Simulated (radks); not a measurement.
# Valence configurations of Re³⁺

The task here is to estimate one member of a computed series from the others.

Program: radks (a radial shooting solver on a logarithmic mesh, Libxc functionals) version 1. Level of theory: Dirac Kohn-Sham, BLYP, spin-unpolarised, spherical densities, finite nucleus; open shells fill j = l - 1/2 first. These are calculated values, not measurements, unless marked.

## What is computed

* element: rhenium (Z = 75)
* charge: +3
* electrons: 72
* configuration: [Xe] 4f14 5d4
* nuclear rms radius: 5.3698 fm
* others tried: 4f14 5d2 6s2; 4f13 5d4 6p1; 4f14 5d3.5 6s0.5; 4f13.5 5d2 6s2 6p0.5; 4f13.5 5d4 6p0.5; 4f14 5d3 6p1; 4f13 5d5; 4f13.5 5d4.5; 4f14 5d3 6s1

The first run:

The run's settings:

```text
Z 75
configuration [Xe] 4f14 5d4
relativity Dirac
functional b88,lyp
spin unpolarised
j_filling energy
nucleus finite rms 5.3698 fm
c 137.035999084
```

Steps of the session up to this table: [Xe] 4f14 5d4.

One table of the session follows, with a row left open; its other results are not shown here.

It belongs to the step «[Xe] 4f14 5d4». Sizes of the orbitals, from the radial functions (bohr):

| level | <r> | outermost maximum (interpolated) | 90 % within | nodes |
| --- | --- | --- | --- | --- |
| 4d5/2 | 0.5048 | 0.447 | 0.756 | 1 |
| 5s1/2 | 1.034 | 0.938 | 1.48 | 4 |
| 5p1/2 | 1.131 | 1.00 | 1.64 | 3 |
| 5p3/2 | 1.228 | 1.08 | 1.79 | 3 |
| 4f5/2 | ? | ? | ? | ? |
| 4f7/2 | 0.5843 | 0.419 | 0.962 | 0 |
| 5d3/2 | 1.668 | 1.36 | 2.54 | 2 |
| 5d5/2 | 1.715 | 1.40 | 2.61 | 2 |

**Question.** Estimate the row for 4f5/2.

As computed: <r>: 0.5756; outermost maximum (interpolated): 0.414; 90 % within: 0.946; nodes: 0. In the column «<r>» it lies between 4d5/2 (0.5048) and 4f7/2 (0.5843).
